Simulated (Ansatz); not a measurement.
# C₄H₁₀Si: one species, many methods

One table from this session's results is given with a row withheld; the runs are named, their logs left out.

The runs use Ansatz 0.2.0, Gaussian basis; functionals in def2-TZVPP, the program's frozen cores in correlated methods.

Levels to be run: PBE-D4, r2SCAN-D4, PBE0-D4, B3LYP-D4, ωB97X-V, ωB97M-V, B2PLYP; CCSD(T)/def2-TZVPP; MP2/def2-QZVPP; extrapolation to the limit.

**The geometry**

An earlier PBE0-D4 in a triple-zeta def2 set relaxation fixed the geometry.

SMILES `C[SiH2]C1CC1`, 15 atoms, charge 0, spin multiplicity 1.

Atoms are counted from 1 here; the program's logs count them from 0.

Bond lengths: C1–Si2 1.871 Å, C1–H6 1.093 Å, C1–H7 1.093 Å, C1–H8 1.093 Å, Si2–C3 1.855 Å, Si2–H9 1.493 Å, Si2–H10 1.492 Å, C3–C4 1.508 Å, C3–C5 1.510 Å, C3–H11 1.087 Å, C4–C5 1.490 Å, C4–H12 1.084 Å, C4–H13 1.083 Å, C5–H14 1.083 Å, C5–H15 1.084 Å. Angles: Si2–C1–H6 111.1°, Si2–C1–H7 110.8°, Si2–C1–H8 110.7°, H6–C1–H7 107.9°, H6–C1–H8 108.2°, H7–C1–H8 108.0°, C1–Si2–C3 112.1°, C1–Si2–H9 110.0°, C1–Si2–H10 109.4°, C3–Si2–H9 106.9°, C3–Si2–H10 110.4°, H9–Si2–H10 107.8°, Si2–C3–C4 120.2°, Si2–C3–C5 119.6°, Si2–C3–H11 116.2°, C4–C3–C5 59.2°, C4–C3–H11 114.9°, C5–C3–H11 114.8° and more.

Coordinates:

```xyz
15
C4H10Si
C    -0.6511    2.2705   -0.0382
Si    0.2173    0.8374    0.7937
C     0.5901   -0.5369   -0.3950
C     0.7025   -1.9566    0.0999
C    -0.4778   -1.5545   -0.7154
H    -0.8865    3.0584    0.6812
H    -0.0221    2.7053   -0.8190
H    -1.5846    1.9411   -0.5005
H    -0.6524    0.2638    1.8633
H     1.4723    1.3240    1.4367
H     1.2476   -0.2886   -1.2239
H     0.5517   -2.1425    1.1572
H     1.4487   -2.5920   -0.3610
H    -0.5417   -1.9145   -1.7350
H    -1.4356   -1.4659   -0.2145
```

Set-up of the first run:

The input, in.yaml:

```yaml
crystal:
  periodic: [false, false, false]
  atoms:
    - {symbol: C, position_ang: [-0.651077, 2.270518, -0.038166]}
    - {symbol: Si, position_ang: [0.217337, 0.837361, 0.793685]}
    - {symbol: C, position_ang: [0.590054, -0.536855, -0.395029]}
    - {symbol: C, position_ang: [0.702480, -1.956567, 0.099860]}
    - {symbol: C, position_ang: [-0.477839, -1.554542, -0.715375]}
    - {symbol: H, position_ang: [-0.886547, 3.058401, 0.681150]}
    - {symbol: H, position_ang: [-0.022126, 2.705300, -0.819032]}
    - {symbol: H, position_ang: [-1.584600, 1.941141, -0.500521]}
    - {symbol: H, position_ang: [-0.652359, 0.263773, 1.863333]}
    - {symbol: H, position_ang: [1.472258, 1.324016, 1.436709]}
    - {symbol: H, position_ang: [1.247574, -0.288641, -1.223896]}
    - {symbol: H, position_ang: [0.551672, -2.142518, 1.157206]}
    - {symbol: H, position_ang: [1.448651, -2.592002, -0.361049]}
    - {symbol: H, position_ang: [-0.541709, -1.914467, -1.734961]}
    - {symbol: H, position_ang: [-1.435568, -1.465920, -0.214515]}
basis:
  gaussian: {orbitals: def2-TZVPP}
hamiltonian: {xc: pbe, dispersion: d4}
output: {forces: true, orbitals: {seedname: orbitals}}
```

Started as:

```console
ansatz run in.yaml --threads 4 --pin off --events-out ev --progress --plain --max-ram 10444MiB
```

Among the steps run: PBE-D4 (GGA); r2SCAN-D4 (meta-GGA); PBE0-D4 (hybrid); B3LYP-D4 (hybrid); ωB97X-V (range-separated); ωB97M-V (range-separated); B2PLYP (double hybrid); CCSD(T) in def2-TZVPP; MP2 in def2-QZVPP.

One of the session's tables, all rows but one given; the rest of the session is left out.

It belongs to the step «Atomisation energies». 

```
            method  atomisation energy (kcal/mol)
            PBE-D4                         1387.9
         r2SCAN-D4                         1372.8
           PBE0-D4                         1376.6
          B3LYP-D4                         1368.8
           ωB97X-V                         1374.0
           ωB97M-V                         1373.3
            B2PLYP                         1354.9
     HF/def2-TZVPP                         1039.3
    MP2/def2-TZVPP                         1350.2
   CCSD/def2-TZVPP                         1323.3
CCSD(T)/def2-TZVPP                              ?
           MP2/CBS                         1379.4
       CCSD(T)/CBS                         1367.9
```

Q: Estimate the row for CCSD(T)/def2-TZVPP from the others.

The run gave: atomisation energy (kcal/mol): 1338.7. In the column «atomisation energy (kcal/mol)» it lies between CCSD/def2-TZVPP (1323.3) and MP2/def2-TZVPP (1350.2).
